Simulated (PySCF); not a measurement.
# C3H3Br (3-bromopropyne): the cost of one run

Programs: PySCF 2.14.0, with routines of our own; each step states its level. All values are computed. Atoms count from 0.

## (1) The system as given

7 atoms, charge 0, multiplicity 1; geometry from: GFN2-xTB.

## (2) Relaxing the molecule at PBE0-D3(BJ)/def2-TZVP

The job: settings as JSON, then the geometry in Å.

```
{"job": {"xc": "PBE0", "basis": "def2-TZVP", "d3": "d3bj", "grid": 2, "kind": "geom"}, "charge": 0, "multiplicity": 1}
C      1.595894    -0.599095     0.358475
C      0.468622    -0.299219     0.089417
C     -0.866650     0.124008    -0.224108
Br    -1.049787     2.087728    -0.044996
H      2.575836    -0.892845     0.589056
H     -1.594794    -0.308401     0.462799
H     -1.125787    -0.107271    -1.257721
```

Command:

```sh
> OMP_NUM_THREADS=1 python excited_run.py task.json out
```

The driver reads the jobs from task.json and runs them one after another.

Q: Estimate the wall time and peak memory of this first job on 1 thread of Intel Xeon Platinum 8488C, shared host.

About 39 s, with a peak of 0.63 GiB.
